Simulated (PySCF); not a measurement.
# [Eu(H2O)2]3+: how settings move a single point

Aim: repeat the single point on relaxed [Eu(H2O)2]3+ with altered settings, some of them bad on purpose. The structure is generated, not taken from experiment.

Method: PBE0, Eu lcecp-1-SVP with ECP52, O def2-SVP, H def2-SVP; scalar-relativistic core potentials, no spin–orbit coupling; program: PySCF 2.14.0.

2 further runs of the same task are left out: 2 for a known fault of the program.

## 1. Starting geometry

7 atoms, charge 3, spin multiplicity 1.

Bond lengths: Eu1–O2 2.252 Å, Eu1–O5 2.251 Å, O2–H3 0.994 Å, O2–H4 0.993 Å, O5–H6 0.993 Å, O5–H7 0.994 Å. Angles: O2–Eu1–O5 111.2°, Eu1–O2–H3 128.1°, Eu1–O2–H4 129.4°, H3–O2–H4 102.5°, Eu1–O5–H6 129.3°, Eu1–O5–H7 128.0°, H6–O5–H7 102.7°.

As a file:

```
Eu   -0.18943    1.08341    0.00707
O     0.07537   -0.17500    1.85638
H     0.52356    0.07394    2.70806
H    -0.24692   -1.09574    2.04348
O    -0.03491   -0.16706   -1.85876
H     0.29855   -1.09587   -1.96724
H    -0.27674    0.08777   -2.78899
```

Formal oxidation states: Eu +3. Each metal's 6 4f electrons lie in its core potential, so multiplicities, spins and levels count the valence alone. An earlier session relaxed this geometry at PBE0, Eu lcecp-1-SVP with ECP52, O def2-SVP, H def2-SVP (singlet, point group C1).

The sound run used a (50, 194) grid (finer on f atoms), a threshold of 1e-8 and at most 55 cycles, and ended at -186.695644 Eh.

## 2. Try 1

The input, run.py (the lines that set the calculation):

```python
mol = gto.M(atom='''
Eu    -0.18943     1.08341     0.00707
O      0.07537    -0.17500     1.85638
H      0.52356     0.07394     2.70806
H     -0.24692    -1.09574     2.04348
O     -0.03491    -0.16706    -1.85876
H      0.29855    -1.09587    -1.96724
H     -0.27674     0.08777    -2.78899''',
    basis={'Eu': 'lcecp-1-SVP', 'O': 'def2-SVP', 'H': 'def2-SVP'},
    ecp={'Eu': 'lcecp-1-SVP'},
    charge=3, spin=0)
mf = dft.RKS(mol, xc='PBE0')
mf.grids.atom_grid = (50, 194)  # f atoms: unpruned, at least (60, 302)
mf = mf.density_fit()  # fitting sets: Eu AutoAux, O def2-universal-JKFIT, H def2-universal-JKFIT
mf.conv_tol = 1e-06; mf.max_cycle = 55
mf.kernel(dm0)  # dm0: free metal ions and neutral atoms
```

The run is started by

```sh
$ OMP_NUM_THREADS=2 python run.py
```

Log:

```text
init E= -177.3310427646
  HOMO = -1.55711680438554  LUMO = -0.740263377157366  gap/eV = 22.22771
cycle= 1 E= -184.71281840553  delta_E= -7.38  |g|= 3.22  |ddm|= 2.84
  HOMO = -0.699069918396009  LUMO = -0.676031620863119  gap/eV = 0.62690
cycle= 2 E= -174.178306703874  delta_E= 10.5  |g|= 5.75  |ddm|= 5.46
  HOMO = -1.04745937552449  LUMO = -0.57924958676956  gap/eV = 12.74064
cycle= 3 E= -186.528071657414  delta_E= -12.3  |g|= 0.707  |ddm|= 4.93
  HOMO = -0.985898493566035  LUMO = -0.713072846056819  gap/eV = 7.42396
cycle= 4 E= -186.688703292767  delta_E= -0.161  |g|= 0.189  |ddm|= 1.25
  HOMO = -0.970972684107493  LUMO = -0.682836073728598  gap/eV = 7.84060
cycle= 5 E= -186.695525836531  delta_E= -0.00682  |g|= 0.0219  |ddm|= 0.163
  HOMO = -0.970654933764464  LUMO = -0.68032320636368  gap/eV = 7.90033
cycle= 6 E= -186.695636046055  delta_E= -0.00011  |g|= 0.00563  |ddm|= 0.0264
  HOMO = -0.971266526863696  LUMO = -0.680951300338533  gap/eV = 7.89988
cycle= 7 E= -186.695643597873  delta_E= -7.55e-06  |g|= 0.00144  |ddm|= 0.00655
  HOMO = -0.971336014902453  LUMO = -0.680882811619043  gap/eV = 7.90363
cycle= 8 E= -186.69564394185  delta_E= -3.44e-07  |g|= 0.000675  |ddm|= 0.00108
  HOMO = -0.971439991137526  LUMO = -0.68082600101279  gap/eV = 7.90801
Extra cycle  E= -186.69564382977  delta_E= 1.12e-07  |g|= 0.00104  |ddm|= 0.00106
converged SCF energy = -186.69564382977
```

Run time: 2.5 s. Hardware: 2 threads of Arm Neoverse V1, shared host.

Changed: the SCF threshold (1e-06). It converges in 8 cycles, at the sound run's energy within 0.001 eV, with a largest force component of 0.02 eV/Å. The result survives the change.

## 3. Try 2

Changes to run.py (the lines that set the calculation) since step 2:

```diff
@@ -14,3 +14,3 @@
 mf = mf.density_fit()  # fitting sets: Eu AutoAux, O def2-universal-JKFIT, H def2-universal-JKFIT
-mf.conv_tol = 1e-06; mf.max_cycle = 55
-mf.kernel(dm0)  # dm0: free metal ions and neutral atoms
+mf.conv_tol = 1e-08; mf.max_cycle = 55
+mf.kernel(dm0)  # dm0: smeared density
```

The run is started by

```sh
$ OMP_NUM_THREADS=2 python run.py
```

Log:

```text
init E= -186.684166682875
  HOMO = -0.972877650775892  LUMO = -0.678887247106477  gap/eV = 7.99989
cycle= 1 E= -186.695545550526  delta_E= -0.0114  |g|= 0.019  |ddm|= 0.0264
  HOMO = -0.967530024844675  LUMO = -0.682644977181781  gap/eV = 7.75212
cycle= 2 E= -186.695461333673  delta_E= 8.42e-05  |g|= 0.0304  |ddm|= 0.0417
  HOMO = -0.971289320928101  LUMO = -0.681503593681378  gap/eV = 7.88547
cycle= 3 E= -186.695643210895  delta_E= -0.000182  |g|= 0.00157  |ddm|= 0.0194
  HOMO = -0.971333537525716  LUMO = -0.680864241801566  gap/eV = 7.90407
cycle= 4 E= -186.695644019827  delta_E= -8.09e-07  |g|= 0.000253  |ddm|= 0.00254
  HOMO = -0.97137087587349  LUMO = -0.680845341928395  gap/eV = 7.90560
cycle= 5 E= -186.69564403105  delta_E= -1.12e-08  |g|= 4.37e-05  |ddm|= 0.000158
  HOMO = -0.971374675322352  LUMO = -0.680843721236654  gap/eV = 7.90575
cycle= 6 E= -186.695644031216  delta_E= -1.66e-10  |g|= 3.25e-05  |ddm|= 4.3e-05
  HOMO = -0.971374755047727  LUMO = -0.68084333958101  gap/eV = 7.90576
Extra cycle  E= -186.695644030951  delta_E= 2.65e-10  |g|= 4.99e-05  |ddm|= 4.88e-05
converged SCF energy = -186.695644030951
```

Run time: 2.4 s. Hardware: 2 threads of Arm Neoverse V1, shared host.

Changed: the starting guess (smeared density). It converges in 6 cycles, at the sound run's energy within 0.001 eV, with a largest force component of 0.02 eV/Å. The result survives the change.

## 4. Try 3

Changes to run.py (the lines that set the calculation) since step 3:

```diff
@@ -12,5 +12,5 @@
 mf = dft.RKS(mol, xc='PBE0')
-mf.grids.atom_grid = (50, 194)  # f atoms: unpruned, at least (60, 302)
+mf.grids.atom_grid = (10, 14)  # f atoms: unpruned
 mf = mf.density_fit()  # fitting sets: Eu AutoAux, O def2-universal-JKFIT, H def2-universal-JKFIT
 mf.conv_tol = 1e-08; mf.max_cycle = 55
-mf.kernel(dm0)  # dm0: smeared density
+mf.kernel(dm0)  # dm0: free metal ions and neutral atoms
```

The run is started by

```sh
$ OMP_NUM_THREADS=2 python run.py
```

Log:

```text
init E= -177.384301965156
  HOMO = -1.55915966587851  LUMO = -0.745914605699182  gap/eV = 22.12953
cycle= 1 E= -184.775138554188  delta_E= -7.39  |g|= 3.21  |ddm|= 2.82
  HOMO = -0.695845888947674  LUMO = -0.681791042929275  gap/eV = 0.38245
cycle= 2 E= -174.209753795666  delta_E= 10.6  |g|= 5.75  |ddm|= 5.55
  HOMO = -1.05832432415808  LUMO = -0.584734897554824  gap/eV = 12.88702
cycle= 3 E= -186.60048688913  delta_E= -12.4  |g|= 0.71  |ddm|= 5.04
  HOMO = -0.994380044696344  LUMO = -0.710655960770784  gap/eV = 7.72053
cycle= 4 E= -186.766354359925  delta_E= -0.166  |g|= 0.178  |ddm|= 1.29
  HOMO = -0.984733143879943  LUMO = -0.676939657187432  gap/eV = 8.37549
cycle= 5 E= -186.772506603792  delta_E= -0.00615  |g|= 0.0273  |ddm|= 0.17
  HOMO = -0.981898858026728  LUMO = -0.673719917668435  gap/eV = 8.38598
cycle= 6 E= -186.772612374929  delta_E= -0.000106  |g|= 0.0183  |ddm|= 0.0331
  HOMO = -0.984904488846484  LUMO = -0.673968149831801  gap/eV = 8.46101
cycle= 7 E= -186.77267029525  delta_E= -5.79e-05  |g|= 0.00565  |ddm|= 0.0136
  HOMO = -0.984760082623817  LUMO = -0.674115323457481  gap/eV = 8.45307
cycle= 8 E= -186.772676301709  delta_E= -6.01e-06  |g|= 0.00132  |ddm|= 0.00395
  HOMO = -0.984875466569878  LUMO = -0.674007127765673  gap/eV = 8.45916
cycle= 9 E= -186.772676647081  delta_E= -3.45e-07  |g|= 0.000399  |ddm|= 0.000781
  HOMO = -0.984918351834656  LUMO = -0.673964602487901  gap/eV = 8.46148
cycle= 10 E= -186.772676683065  delta_E= -3.6e-08  |g|= 3.36e-05  |ddm|= 0.00034
  HOMO = -0.984922938782646  LUMO = -0.67396309838574  gap/eV = 8.46165
cycle= 11 E= -186.77267668331  delta_E= -2.44e-10  |g|= 4.48e-06  |ddm|= 3.05e-05
  HOMO = -0.984922168658147  LUMO = -0.673963911827066  gap/eV = 8.46161
Extra cycle  E= -186.772676683311  delta_E= -9.66e-13  |g|= 4.97e-06  |ddm|= 7.11e-06
converged SCF energy = -186.772676683311
```

Run time: 1.7 s. Hardware: 2 threads of Arm Neoverse V1, shared host.

Changed: the integration grid, to (10, 14). It converges in 11 cycles, -2.096 eV from the sound run, with a largest force component of 2.79 eV/Å. The setting is unsound, so these numbers aren't the compound's.

## 5. Try 4

The input, run.py (the lines that set the calculation):

```python
mol = gto.M(atom='''
Eu    -0.19890     1.13758     0.00743
O      0.07913    -0.18375     1.94920
H      0.54974     0.07763     2.84346
H     -0.25927    -1.15053     2.14566
O     -0.03665    -0.17542    -1.95170
H      0.31348    -1.15067    -2.06560
H     -0.29058     0.09215    -2.92844''',
    basis={'Eu': 'lcecp-1-SVP', 'O': 'def2-SVP', 'H': 'def2-SVP'},
    ecp={'Eu': 'lcecp-1-SVP'},
    charge=3, spin=0)
mf = dft.RKS(mol, xc='PBE0')
mf.grids.atom_grid = (50, 194)  # f atoms: unpruned, at least (60, 302)
mf = mf.density_fit()  # fitting sets: Eu AutoAux, O def2-universal-JKFIT, H def2-universal-JKFIT
mf.conv_tol = 1e-08; mf.max_cycle = 55
mf.kernel(dm0)  # dm0: free metal ions and neutral atoms
```

The run is started by

```sh
$ OMP_NUM_THREADS=2 python run.py
```

Log:

```text
init E= -177.243393794388
  HOMO = -1.52262395952678  LUMO = -0.730304672920553  gap/eV = 21.56011
cycle= 1 E= -184.601230102895  delta_E= -7.36  |g|= 3.25  |ddm|= 2.77
  HOMO = -0.694611542874851  LUMO = -0.671640188959667  gap/eV = 0.62508
cycle= 2 E= -171.654626585391  delta_E= 12.9  |g|= 5.83  |ddm|= 5.65
  HOMO = -1.03434982912163  LUMO = -0.591297307079906  gap/eV = 12.05607
cycle= 3 E= -186.477482839883  delta_E= -14.8  |g|= 0.776  |ddm|= 5.17
  HOMO = -0.95888905852818  LUMO = -0.714297052410727  gap/eV = 6.65569
cycle= 4 E= -186.671497008601  delta_E= -0.194  |g|= 0.238  |ddm|= 1.34
  HOMO = -0.937822277143587  LUMO = -0.686203417890767  gap/eV = 6.84690
cycle= 5 E= -186.682753470959  delta_E= -0.0113  |g|= 0.0268  |ddm|= 0.195
  HOMO = -0.937428562848227  LUMO = -0.682482576143307  gap/eV = 6.93743
cycle= 6 E= -186.68292482232  delta_E= -0.000171  |g|= 0.00833  |ddm|= 0.0345
  HOMO = -0.938288012712896  LUMO = -0.683115599935694  gap/eV = 6.94360
cycle= 7 E= -186.682939873475  delta_E= -1.51e-05  |g|= 0.00343  |ddm|= 0.0091
  HOMO = -0.938410766845278  LUMO = -0.683045070688273  gap/eV = 6.94885
cycle= 8 E= -186.682941720307  delta_E= -1.85e-06  |g|= 0.00154  |ddm|= 0.00255
  HOMO = -0.938469748026229  LUMO = -0.682973809404803  gap/eV = 6.95240
cycle= 9 E= -186.682942164224  delta_E= -4.44e-07  |g|= 0.000395  |ddm|= 0.000892
  HOMO = -0.938504481285971  LUMO = -0.682937979588186  gap/eV = 6.95432
cycle= 10 E= -186.682942198047  delta_E= -3.38e-08  |g|= 7.51e-05  |ddm|= 0.000281
  HOMO = -0.938513738956566  LUMO = -0.682934466164249  gap/eV = 6.95467
cycle= 11 E= -186.682942199249  delta_E= -1.2e-09  |g|= 3.17e-06  |ddm|= 5.59e-05
  HOMO = -0.938513661122076  LUMO = -0.682934927704322  gap/eV = 6.95465
Extra cycle  E= -186.682942199251  delta_E= -1.53e-12  |g|= 1.61e-06  |ddm|= 4.3e-06
converged SCF energy = -186.682942199251
```

Wall time 2.7 s (2 threads of Arm Neoverse V1, shared host).

Changed: the scale of all coordinates (1.05). It converges in 11 cycles, +0.346 eV from the sound run, with a largest force component of 1.85 eV/Å. The setting is unsound, so these numbers aren't the compound's.

## 6. Try 5

The input, run.py (the lines that set the calculation):

```python
mol = gto.M(atom='''
Eu    -0.18943     1.08341     0.00707
O      0.07537    -0.17500     1.85638
H      0.52356     0.07394     2.70806
H     -0.24692    -1.09574     2.04348
O     -0.03491    -0.16706    -1.85876
H      0.29855    -1.09587    -1.96724
H     -0.27674     0.08777    -2.78899''',
    basis={'Eu': 'lcecp-1-SVP', 'O': 'def2-SVP', 'H': 'def2-SVP'},
    ecp={'Eu': 'lcecp-1-SVP'},
    charge=3, spin=0)
mf = dft.RKS(mol, xc='PBE0')
mf.grids.atom_grid = (50, 194)  # f atoms: unpruned, at least (60, 302)
mf = mf.density_fit()  # fitting sets: Eu AutoAux, O def2-universal-JKFIT, H def2-universal-JKFIT
mf.conv_tol = 1e-08; mf.max_cycle = 94
mf.kernel(dm0)  # dm0: core Hamiltonian
```

The run is started by

```sh
$ OMP_NUM_THREADS=2 python run.py
```

Log:

```text
init E= -171.670841651835
  HOMO = -0.553777601549682  LUMO = -0.479374348608449  gap/eV = 2.02462
cycle= 1 E= -156.511175034433  delta_E= 15.2  |g|= 6.55  |ddm|= 10.8
  HOMO = -1.99942463806163  LUMO = -1.61324362765221  gap/eV = 10.50852
cycle= 2 E= -144.782407836528  delta_E= 11.7  |g|= 7.16  |ddm|= 13.5
  HOMO = -1.499437225739  LUMO = -1.04722386383031  gap/eV = 12.30535
cycle= 3 E= -185.246271030712  delta_E= -40.5  |g|= 2.56  |ddm|= 10.5
  HOMO = -1.03838072566305  LUMO = -0.583343457441661  gap/eV = 12.38219
cycle= 4 E= -186.577066090392  delta_E= -1.33  |g|= 0.632  |ddm|= 2.21
  HOMO = -1.01944265293711  LUMO = -0.654034684861619  gap/eV = 9.94326
cycle= 5 E= -186.660582551252  delta_E= -0.0835  |g|= 0.38  |ddm|= 0.66
  HOMO = -0.982289837912609  LUMO = -0.671590575431688  gap/eV = 8.45456
cycle= 6 E= -186.692608053838  delta_E= -0.032  |g|= 0.097  |ddm|= 0.28
  HOMO = -0.973754759037531  LUMO = -0.684512553799688  gap/eV = 7.87068
cycle= 7 E= -186.695501740849  delta_E= -0.00289  |g|= 0.0268  |ddm|= 0.143
  HOMO = -0.971185089295445  LUMO = -0.680629762907951  gap/eV = 7.90641
cycle= 8 E= -186.695629610457  delta_E= -0.000128  |g|= 0.00874  |ddm|= 0.0226
  HOMO = -0.9713417822504  LUMO = -0.680719432646121  gap/eV = 7.90824
cycle= 9 E= -186.695643143474  delta_E= -1.35e-05  |g|= 0.00212  |ddm|= 0.00637
  HOMO = -0.971354328183583  LUMO = -0.680874749430712  gap/eV = 7.90435
cycle= 10 E= -186.695644017384  delta_E= -8.74e-07  |g|= 0.000241  |ddm|= 0.00159
  HOMO = -0.971367060413202  LUMO = -0.68085538940927  gap/eV = 7.90523
cycle= 11 E= -186.695644030182  delta_E= -1.28e-08  |g|= 7.12e-05  |ddm|= 0.000216
  HOMO = -0.971374336758346  LUMO = -0.680843015138524  gap/eV = 7.90576
cycle= 12 E= -186.695644031408  delta_E= -1.23e-09  |g|= 3.83e-06  |ddm|= 8.22e-05
  HOMO = -0.971374888636552  LUMO = -0.680843734465621  gap/eV = 7.90576
Extra cycle  E= -186.695644031413  delta_E= -5.34e-12  |g|= 1.56e-06  |ddm|= 7.98e-06
converged SCF energy = -186.695644031413
```

It took 2.9 s on 2 threads of Arm Neoverse V1, shared host.

Changed: the starting guess (bare core Hamiltonian); the cycle limit is 94. It converges in 12 cycles, at the sound run's energy within 0.001 eV, with a largest force component of 0.02 eV/Å. The result survives the change.

## 7. Results

| run | changed | ending | energy change (eV) | cycles | time | usable |
| --- | --- | --- | --- | --- | --- | --- |
| 1 | the SCF threshold | converged | 0.000 | 8 | 2.5 s | yes |
| 2 | the starting guess | converged | 0.000 | 6 | 2.4 s | yes |
| 3 | the integration grid | converged | -2.096 | 11 | 1.7 s | no |
| 4 | the scale of all coordinates | converged | +0.346 | 11 | 2.7 s | no |
| 5 | the starting guess | converged | 0.000 | 12 | 2.9 s | yes |

3 of 5 altered runs give a usable result. 2 ended normally with numbers unfit to quote.
